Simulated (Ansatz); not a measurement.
# C₂H₃GaS: one species, many methods

Aim: compute C₂H₃GaS with functionals from several rungs and with coupled cluster, and see how far each lands from CCSD(T) at the basis-set limit for the atomisation energy.

Method: functionals in def2-TZVPP, the program's frozen cores in correlated methods; program: Ansatz 0.2.0, Gaussian basis.

Plan: LDA (SPW92), PBE-D4, revPBE-D4, BLYP-D4, r2SCAN-D4, B97M-V, PBE0-D4, B3LYP-D4, r2SCANh-D4, r2SCAN0-D4, HSE06-D4, BHLYP-D4, CAM-B3LYP-D4, LC-ωPBE, ωB97X-V, ωB97M-V, B2PLYP, PBE-QIDH; CCSD(T)/def2-SVP; CCSD(T)/def2-TZVPP; MP2/def2-QZVPP; extrapolation to the limit; RPA on PBE.

### Step 1. The relaxed structure

The geometry comes from an earlier relaxation with PBE0-D4 in a triple-zeta def2 set; it is a stationary point, not always the lowest conformer.

7 atoms, charge 0, spin multiplicity 1.

Atoms are counted from 1 here; the program's logs count them from 0.

Bond lengths: C1–C2 1.323 Å, C1–H5 1.084 Å, C1–H6 1.087 Å, C2–S3 1.805 Å, C2–Ga4 1.891 Å, S3–Ga4 2.208 Å, Ga4–H7 1.530 Å. Angles: C2–C1–H5 120.7°, C2–C1–H6 121.7°, H5–C1–H6 117.6°, C1–C2–S3 132.0°, C1–C2–Ga4 154.7°, S3–C2–Ga4 73.3°, C2–S3–Ga4 55.1°, C2–Ga4–S3 51.5°, C2–Ga4–H7 168.0°, S3–Ga4–H7 140.4°.

As a file:

```xyz
7
charge 0, multiplicity 1
C    -0.0591    1.1184    0.8864
C    -0.1001    0.0107    0.1638
S    -1.0078   -1.5347    0.3743
Ga    0.3716   -1.0975   -1.2936
H     0.5626    1.9537    0.5851
H    -0.6413    1.2280    1.7977
H     0.9354   -1.7467   -2.5594
```

### Step 2. LDA

This LDA is Slater exchange with PW92 correlation.

Input file in.yaml:

```yaml
crystal:
  periodic: [false, false, false]
  atoms:
    - {symbol: C, position_ang: [-0.059066, 1.118425, 0.886405]}
    - {symbol: C, position_ang: [-0.100097, 0.010658, 0.163838]}
    - {symbol: S, position_ang: [-1.007818, -1.534718, 0.374288]}
    - {symbol: Ga, position_ang: [0.371572, -1.097501, -1.293564]}
    - {symbol: H, position_ang: [0.562585, 1.953744, 0.585089]}
    - {symbol: H, position_ang: [-0.641259, 1.228029, 1.797714]}
    - {symbol: H, position_ang: [0.935385, -1.746737, -2.559370]}
basis:
  gaussian: {orbitals: def2-TZVPP}
hamiltonian: {xc: lda}
output: {orbitals: {seedname: orbitals}}
```

Started as:

```bash
ansatz run in.yaml --threads 2 --pin off --events-out ev --progress --plain --max-ram 4352MiB
```

The runs that follow: PBE-D4 (GGA); revPBE-D4 (GGA); BLYP-D4 (GGA); r2SCAN-D4 (meta-GGA); B97M-V (meta-GGA); B3LYP-D4 (hybrid); r2SCANh-D4 (hybrid); r2SCAN0-D4 (hybrid); HSE06-D4 (hybrid); BHLYP-D4 (hybrid); CAM-B3LYP-D4 (range-separated); LC-ωPBE (range-separated); ωB97X-V (range-separated); ωB97M-V (range-separated); B2PLYP (double hybrid); PBE-QIDH (double hybrid); CCSD(T) in def2-SVP; CCSD(T) in def2-TZVPP; MP2 in def2-QZVPP; RPA on PBE orbitals.

Q: Predict the results of all the runs planned. Wanted: atomisation energy, CCSD(T)/CBS; farthest beyond LDA; mean size of error, GGA; mean size of error, meta-GGA; mean size of error, hybrid; mean size of error, range-separated; mean size of error, double hybrid; gap, smallest and largest; T1 diagnostic.

The runs gave:

| quantity | value |
| --- | --- |
| atomisation energy, CCSD(T)/CBS | 581.9 kcal/mol |
| functionals within 5.8 kcal/mol (1.0 %) | revPBE-D4, BLYP-D4, B3LYP-D4, r2SCANh-D4, r2SCAN0-D4, CAM-B3LYP-D4, LC-ωPBE, ωB97X-V, ωB97M-V, PBE-QIDH |
| farthest beyond LDA | BHLYP-D4 (-25.8 kcal/mol) |
| mean size of error, GGA | 9.3 kcal/mol |
| mean size of error, meta-GGA | 7.6 kcal/mol |
| mean size of error, hybrid | 8.6 kcal/mol |
| mean size of error, range-separated | 2.1 kcal/mol |
| mean size of error, double hybrid | 4.9 kcal/mol |
| gap, smallest and largest | 2.75 eV (BLYP-D4), 9.08 eV (LC-ωPBE) |
| T1 diagnostic | 0.0165 |
| triples share of the correlation energy | 5.1 % |

LDA overbinds by 100.6 kcal/mol (17 %). PBE-D4 misses by +20.9 kcal/mol. Double hybrids carry the basis error of their MP2 part in triple zeta, and no dispersion term here, so their miss is partly the set-up's. The rungs range-separated, double hybrid miss on average by less than the doubt on the reference (5.8 kcal/mol), so they tie. Misses under about 5.8 kcal/mol are within the doubt on the reference itself, which lacks core-valence correlation, relativity and higher excitations, and its outer-core shells are covered unevenly. Hartree-Fock recovers 69 % of the binding; the rest is correlation. CCSD(T) in def2-SVP is off by -35.1 kcal/mol, so the small basis spoils what the method gains. The gap grows from 2.7 to 9.1 eV across the functionals, mostly with the share of exact exchange. The restricted reference is unstable towards a spin-broken one. Correlated methods include outer-core shells of Ga, which these sets cover unevenly.
